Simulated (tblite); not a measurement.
# C3H12N2OSi: the cost of one run

Programs: tblite 0.8.0 and PySCF 2.14.0, with density-fitted response routines of our own. Each step states its level of theory. These are calculated values for one molecule in the gas phase, unless marked as measured. Atoms count from 0, in the outputs and in this text.

### Step 1. Starting geometry

19 atoms, charge 0, multiplicity 1; geometry from: force field or distance geometry start.

Bonds of the start (Å): C0–C1 1.53, C1–C2 1.53, C1–Si3 1.87, Si3–N4 1.77, Si3–N5 1.79, Si3–O6 1.72, C0–H7 1.12, C0–H8 1.12, C0–H9 1.08, C1–H10 1.09, C2–H11 1.11, C2–H12 1.11, C2–H13 1.11, N4–H14 1.05, N4–H15 1.05, N5–H16 1.04, N5–H17 1.05, O6–H18 1.00.

### Step 2. Relaxing the molecule with GFN2-xTB

What the job is given:

```
{"job": {"kind": "relax", "xc": "GFN2-xTB", "basis": "xTB"}, "charge": 0, "multiplicity": 1}
C      1.503300    -1.126300    -0.593100
C      0.796200     0.227500    -0.655500
C      1.610000     1.157300     0.242000
Si    -0.916600    -0.078100     0.041000
N     -1.877200     1.400600     0.140200
N     -0.799000    -0.947100     1.598300
O     -1.698800    -1.150400    -1.056900
H      1.582700    -1.374000     0.499000
H      0.831800    -1.884700    -1.060100
H      2.496500    -1.118400    -1.027700
H      0.703200     0.609100    -1.674500
H      0.982500     1.665700     0.999600
H      2.143100     1.889300    -0.402600
H      2.402200     0.586800     0.768600
H     -2.832400     1.143000     0.497100
H     -2.046500     1.713100    -0.848700
H     -0.914600    -0.299900     2.406600
H     -1.514100    -1.711000     1.625900
H     -2.462000    -0.693100    -1.506700
```

Launch:

```sh
$ OMP_NUM_THREADS=1 python probes_run.py task.json out
```

This one command runs all jobs of the session in turn.

Q: Estimate the wall time of this first job on 1 thread of Arm Neoverse V1, shared host.

About 1.5 s.
